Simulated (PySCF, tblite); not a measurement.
# C5HF3NSe radical: geometry, infrared bands and EPR parameters

What infrared bands and EPR parameters should C5HF3NSe radical (`FC(F)=C(F)c1nc[c][se]1`) show?

Computed with tblite 0.8.0 and PySCF 2.14.0, with density-fitted response routines of our own, on a single molecule in the gas phase. Atoms are numbered from 0 throughout.

## (1) The molecule as given

11 atoms, charge 0, multiplicity 2; geometry from: force field or distance geometry start.

Bonds of the start (Å): F0–C1 1.36, C1–F2 1.36, C1–C3 1.35, C3–F4 1.36, C3–C5 1.45, C5–N6 1.31, N6–C7 1.31, C7–C8 1.36, C8–Se9 2.01, Se9–C5 1.96, C7–H10 1.12.

## (2) Relaxing the molecule with GFN2-xTB

The job: settings as JSON, then the geometry in Å.

```
{"job": {"kind": "relax", "xc": "GFN2-xTB", "basis": "xTB"}, "charge": 0, "multiplicity": 2}
F     -1.390700     1.261700     1.175200
C     -2.063900     0.336700     0.437200
F     -3.418700     0.246800     0.437700
C     -1.311500    -0.519400    -0.283500
F     -1.904800    -1.497400    -1.027600
C      0.129600    -0.353400    -0.212100
N      0.881000     0.721600    -0.248800
C      2.181200     0.659400    -0.141500
C      2.794000    -0.544200     0.003100
Se     1.316200    -1.901600     0.013800
H      2.792900     1.592600    -0.179500
```

Started as:

```sh
$ OMP_NUM_THREADS=1 python probes_run.py task.json out
```

The driver reads the jobs from task.json and runs them one after another.

**Question.** This job is followed by: GFN2-xTB harmonic vibrations, gas phase; UKS B3LYP, def2-TZVP-core on Se, pcH-1 on C F H N, non-relativistic, mean-field spin-orbit, GIAO. What will the session give for the following? strongest single infrared mode (GFN2-xTB); zero-point energy (GFN2-xTB); g(iso) (B3LYP); ⟨S²⟩; largest a(iso); surface potential, 1st and 99th percentile.

As calculated:

```
                                 quantity                  value
strongest single infrared mode (GFN2-xTB)  1708 cm⁻¹, 297 km/mol
             zero-point energy (GFN2-xTB)          30.4 kcal/mol
                           g(iso) (B3LYP)                1.99391
                                     ⟨S²⟩     0.762 (exact 0.75)
                           largest a(iso)   13C on C8, 477.5 MHz
    surface potential, 1st and 99th percentile     -1.21 V and 1.17 V
```

**Reading.** The optimisation took 61 steps and gained 0.796 eV; among the close pairs (by a distance rule), C8–Se9 changed most, from 2.007 to 1.860 Å. No mode is imaginary among the 27: a minimum at this level. The strongest single mode, at 1708 cm⁻¹, moves mainly C1 and C3. GFN2-xTB is a fitted tight-binding method: band positions and strengths are rough. Its intensities can rank the bands wrongly. Most of the unpaired spin sits on C8 (0.98 e). The isotropic g lies 8.4 ppt below the free-electron value. The hyperfine terms hold no scalar relativity, which the heavier nuclei need.
